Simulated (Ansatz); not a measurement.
The first iterations of a band of a periodic cell of 17 atoms, HC₁₆ (host C, host structure diamond, interstitial H), cell charge +1.

The calculation used DFT PBE, scalar-relativistic, plane waves, PAW (Ansatz). Settings: cutoff 420 eV, k mesh 3x3x3, fermi-dirac smearing 0.05 eV, no spin polarisation.

| Property | Result |
| --- | --- |
| movable images | 3 |
| climbing image | yes |
| spring | 5.0 eV/Å² |
| optimiser | fire |
| start path | default |
| force threshold | 0.05 eV/Å |
| iteration limit | 50 |
| end points | relaxed |
| largest step | 1.0 Å |

First end point:

```xyz
17
Lattice="0.0000 3.5700 3.5700 3.5700 0.0000 3.5700 3.5700 3.5700 0.0000" Properties=species:S:1:pos:R:3
C -0.003 0.030 0.032
C 0.893 0.912 0.925
C 1.769 1.812 0.048
C 2.689 2.697 0.926
C 1.770 0.028 1.845
C 2.673 0.918 2.720
C 3.564 1.806 1.829
C 4.446 2.694 2.723
C 0.061 1.875 1.741
C 0.925 2.743 2.714
C 1.799 3.597 1.802
C 2.585 4.419 2.786
C 1.788 1.807 3.614
C 2.646 2.697 4.525
C 3.558 3.551 3.651
C 4.458 4.488 4.514
H 3.650 4.932 2.806
```

Last end point:

```xyz
17
Lattice="0.0000 3.5700 3.5700 3.5700 0.0000 3.5700 3.5700 3.5700 0.0000" Properties=species:S:1:pos:R:3
C -0.111 0.039 0.092
C 0.872 0.863 0.879
C 1.748 1.763 -0.011
C 2.626 2.647 0.908
C 1.730 -0.027 1.791
C 2.592 0.910 2.690
C 3.521 1.766 1.802
C 4.415 2.654 2.684
C -0.040 1.716 1.753
C 0.932 2.586 2.618
C 1.750 3.548 1.785
C 2.642 4.430 2.681
C 1.719 1.763 3.602
C 2.631 2.653 4.461
C 3.524 3.542 3.575
C 4.400 4.433 4.478
H 3.441 6.679 2.591
```

| iteration | highest image above the first end (eV) | largest band force component (eV/Å) |
| --- | --- | --- |
| 1 | 1.058 | 5.594 |
| 2 | 0.221 | 2.258 |
| 3 | 0.172 | 1.738 |
| 4 | 0.106 | 0.900 |
| 5 | 0.083 | 0.769 |
| 6 | 0.080 | 0.987 |
| 7 | 0.077 | 0.901 |
| 8 | 0.073 | 0.817 |

Problem. Does the band converge within its limit, and where does its top end?

Solution. The forces met the threshold. It ended after 25 iterations with the highest image 0.043 eV above the first end. The profile has 2 maxima (images 1, 3) with wells between them (image 2): this band takes more than one step, which may be the mechanism or a detour left from its start path. The order of the stationary point at the top wasn't checked. Limits of this set-up: charged cell in a uniform background, uncorrected.

The run took 6.1 min on 1 thread of Arm Neoverse V1, on a shared host, peak memory 0.42 GiB.
